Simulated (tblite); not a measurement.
# H40Si26: the cost of one run

Computed with tblite 0.8.0 and PySCF 2.14.0 and routines of our own; the level stands in each step. Atoms count from 0.

### Step 1. The system as given

66 atoms, charge 0, multiplicity 1; geometry from: force field, distance geometry or constructed start.

### Step 2. Relaxing the molecule with GFN2-xTB

Job settings and geometry (Å):

```
{"job": {"kind": "relax", "xc": "GFN2-xTB", "basis": "xTB"}, "charge": 0, "multiplicity": 1}
Si    -5.426100    -2.717300    -0.001600
Si    -5.434200     2.718100    -0.006900
Si    -2.710300    -0.002300     0.001000
Si    -5.431700     0.004400    -2.721700
Si    -4.074200    -1.358900    -1.354400
Si    -6.792100     1.357300    -1.360400
Si    -5.430900     0.001700     2.712200
Si    -4.069800     1.360500     1.359200
Si    -6.786100    -1.359800     1.357300
Si     5.428200    -2.716300     0.001600
Si    -0.002100    -2.716700    -0.002100
Si     5.428500     2.713500    -0.000000
Si     5.427600     0.000700    -2.710500
Si     6.791000    -1.358300    -1.360500
Si     4.071000     1.362900    -1.357600
Si    -0.001900     2.716100     0.006300
Si     2.715900     0.001900     0.000900
Si    -0.001100    -0.003400    -2.716500
Si     1.357200    -1.355900    -1.355300
Si    -1.354900     1.358700    -1.355100
Si     5.428700     0.003800     2.717000
Si     6.787900     1.359300     1.357500
Si     4.076600    -1.353100     1.364300
Si    -0.004200    -0.004300     2.714000
Si     1.358300     1.360400     1.358600
Si    -1.363800    -1.358600     1.360200
H     -6.261700    -3.544600    -0.832100
H     -4.600200    -3.546300     0.832600
H     -4.599000     3.547300    -0.833400
H     -6.261300     3.547300     0.834800
H     -4.596000     0.832000    -3.548000
H     -6.264300    -0.830100    -3.546700
H     -3.242900    -2.189000    -2.191000
H     -7.906700     0.716500    -0.714100
H     -7.618900     2.190900    -2.192400
H     -4.599100    -0.829200     3.544000
H     -6.263200     0.831500     3.542800
H     -3.241000     2.191600     2.186500
H     -7.619000    -2.193000     2.189000
H     -7.913600    -0.714400     0.719000
H      4.599500    -3.549200    -0.827600
H      6.268300    -3.552500     0.835100
H     -0.826500    -3.545900    -0.835000
H      0.834000    -3.547400     0.829600
H      6.258700     3.548600    -0.829000
H      4.597700     3.548500     0.828000
H      6.264800     0.831500    -3.547500
H      4.599300    -0.828800    -3.544600
H      7.621700    -2.188700    -2.188900
H      7.910700    -0.717100    -0.715800
H      3.241000     2.181800    -2.186000
H      0.838000     3.548200    -0.831700
H     -0.831800     3.546500     0.831500
H      0.828000     0.829800    -3.549900
H     -0.830700    -0.832300    -3.545400
H      2.188600    -2.186100    -2.188500
H     -2.182500     2.183400    -2.191000
H      6.265100    -0.823800     3.546200
H      4.599700     0.830700     3.550900
H      7.907900     0.719800     0.716800
H      7.616300     2.190000     2.190600
H      3.245800    -2.189400     2.187200
H      0.833100    -0.830700     3.547700
H     -0.831600     0.834900     3.548000
H      2.194800     2.192400     2.191100
H     -2.194000    -2.187300     2.190400
```

Command:

```sh
$ OMP_NUM_THREADS=4 python large_run.py task.json out
```

The driver reads the jobs from task.json and runs them one after another.

Q: Estimate the wall time and peak memory of this first job on 4 threads of Arm Neoverse N1, shared host.

About 18 s, with a peak of 0.14 GiB.
